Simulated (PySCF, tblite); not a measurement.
**methyl 2-butynoate (C₅H₆O₂): geometry, infrared bands, NMR shifts, spin-spin couplings, electronic excitations and core binding energies**

Aim: predict the infrared bands, NMR shifts, spin-spin couplings, electronic excitations and core binding energies of methyl 2-butynoate (C₅H₆O₂) (`CC#CC(=O)OC`).

The runs use tblite 0.8.0 and PySCF 2.14.0, with density-fitted response routines of our own; the level of theory stands in each step. All values are computed, except where a source is named. Atoms count from 0, in the outputs and in this text.

## 1. The molecule as given

13 atoms, charge 0, multiplicity 1; geometry from: force field or distance geometry start.

Bonds of the start (Å): C0–C1 1.45, C1–C2 1.21, C2–C3 1.44, C3–O4 1.21, C3–O5 1.36, O5–C6 1.43, C0–H7 1.09, C0–H8 1.09, C0–H9 1.10, C6–H10 1.09, C6–H11 1.09, C6–H12 1.09.

## 2. Relaxing the molecule with GFN2-xTB

What the job is given:

```
{"job": {"kind": "relax", "xc": "GFN2-xTB", "basis": "xTB"}, "charge": 0, "multiplicity": 1}
C     -3.212500    -0.018700     0.408300
C     -1.801000    -0.046800     0.072700
C     -0.616100    -0.084800    -0.185800
C      0.778100    -0.110000    -0.525400
O      1.160300    -0.370700    -1.642100
O      1.557500     0.153000     0.556100
C      2.959900     0.129400     0.266400
H     -3.710500    -0.932800     0.094000
H     -3.708700     0.821400    -0.087700
H     -3.374600     0.092600     1.491900
H      3.497700     0.353300     1.190600
H      3.208700     0.882200    -0.475000
H      3.256800    -0.867600    -0.060300
```

Started as:

```console
OMP_NUM_THREADS=1 python probes_run.py task.json out
```

This one command runs all jobs of the session in turn.

**Question.** This job is followed by: GFN2-xTB harmonic vibrations, gas phase; PBE0-D3(BJ)/def2-SVP geometry optimisation, gas phase; GIAO PBE0/pcSseg-1 NMR shielding, non-relativistic, gas phase; B3LYP/pcJ-1 indirect spin-spin coupling, non-relativistic, gas phase; TDDFT wB97X-D/def2-SVPD, vertical, gas phase, core orbitals frozen in the response; GIAO HF/pcSseg-2 NMR shielding, non-relativistic, gas phase; delta-SCF UKS SCAN, pcX-2 on the ionised atom, pcseg-1 elsewhere, spin-free X2C. Predict these results of the whole session: strongest single infrared mode (GFN2-xTB); zero-point energy (GFN2-xTB); point group; rotational constants (main isotopes); 13C shifts against TMS (PBE0/pcSseg-1); 1H shifts against TMS (PBE0/pcSseg-1, means over atoms taken as alike); 17O shifts against H2O (PBE0/pcSseg-1); surface potential, 1st and 99th percentile; largest coupling of the table (B3LYP/pcJ-1); lowest singlet (wB97X-D/def2-SVPD); brightest single state of those computed; lowest triplet; vertical ionisation energy (ΔSCF); C1s binding energies, SCAN/pcX-2 (standing for 4 of 5 atoms); O1s binding energies, SCAN/pcX-2; range of the shift of O5.

**Answer**, as computed:

| quantity | value |
| --- | --- |
| strongest single infrared mode (GFN2-xTB) | 1748 cm⁻¹, 448 km/mol |
| zero-point energy (GFN2-xTB) | 60.3 kcal/mol |
| point group | C1 |
| rotational constants (main isotopes) | 8.71, 1.21, 1.08 GHz |
| 13C shifts against TMS (PBE0/pcSseg-1) | 157.7, 89.4, 77.9, 52.1, 4.6 ppm |
| 1H shifts against TMS (PBE0/pcSseg-1, means over atoms taken as alike) | 3.60, 2.01 ppm |
| 17O shifts against H2O (PBE0/pcSseg-1) | 452.8, 197.2 ppm |
| surface potential, 1st and 99th percentile | -1.76 V and 1.09 V |
| largest coupling of the table (B3LYP/pcJ-1) | 1J(C,C) C1–C2, 203.3 Hz |
| lowest singlet (wB97X-D/def2-SVPD) | 4.98 eV (249 nm), f = 0.000 |
| brightest single state of those computed | state 10, 8.67 eV, f = 0.657 |
| lowest triplet | 4.60 eV |
| vertical ionisation energy (ΔSCF) | 10.10 eV |
| C1s binding energies, SCAN/pcX-2 (standing for 4 of 5 atoms) | C3 294.86, C6 292.57, C0 291.98, C2 290.57 eV |
| O1s binding energies, SCAN/pcX-2 | O5 539.41, O4 537.44 eV |
| range of the shift of O5 | 147.6 to 197.2 ppm |

What this shows: Relaxing lowered the energy by 0.060 eV in 20 steps; the close pair that moved most is C3–O5, from 1.359 to 1.343 Å (GFN2-xTB). The lowest mode is imaginary (24i cm⁻¹), so the xTB geometry is not a minimum. The strongest single mode, at 1748 cm⁻¹, moves mainly C3 and O4. GFN2-xTB is a fitted tight-binding method: band positions and strengths are rough. Its intensities can rank the bands wrongly. The optimisation took 7 steps and gained 0.027 eV; among the close pairs (by a distance rule), C0–H8 changed most, from 1.089 to 1.101 Å (PBE0/def2-SVP). No frequency check was run at this level, so the end point may be a saddle. The most deshielded carbon is C3 (ester carbonyl carbon), at 157.7 ppm: it is a carbonyl in resonance with an O or N lone pair, the region of acids, esters and amides. H10, H11, H12 (mean) (hydrogen on a methyl carbon bonded to O) lies farthest downfield among hydrogen, at 3.60 ppm; its carbon carries O, which withdraws density. At PBE0/pcSseg-1: Shielding is most anisotropic at O4 (span 700 ppm, paramagnetic term -524 ppm). At PBE0/pcSseg-1, counted by nearest atom on the grid, the HOMO lies on O4 32 %; C1, C2 about 27 % each, the LUMO on C1, C3 about 26 % each; O4 19 %. Of the pairs tabulated at B3LYP/pcJ-1, C1–C2 couples most strongly (203.3 Hz; Fermi contact 195.0 Hz). The first singlet state (HOMO→LUMO 0.96) lies at 4.98 eV and is dark; of the 10 states computed, the strongest absorption comes from state 10 at 8.67 eV (the last computed, so partners may be missing). The lowest triplet lies 0.38 eV below the lowest singlet (triplets in Tamm-Dancoff, singlets in full TDDFT). The C1s levels kept as sound span 4.29 eV, from C2 (alkyne carbon) up to C3 (ester carbonyl carbon). Only 4 of the 5 C atoms are covered by sound results. The O1s levels kept as sound span 1.98 eV, from O4 (ester carbonyl oxygen) up to O5 (ester alkoxy oxygen). In ppm, O5 moves most: its shift spreads over 49.6 ppm, from 147.6 (HF/pcSseg-2) to 197.2 (PBE0/pcSseg-1).
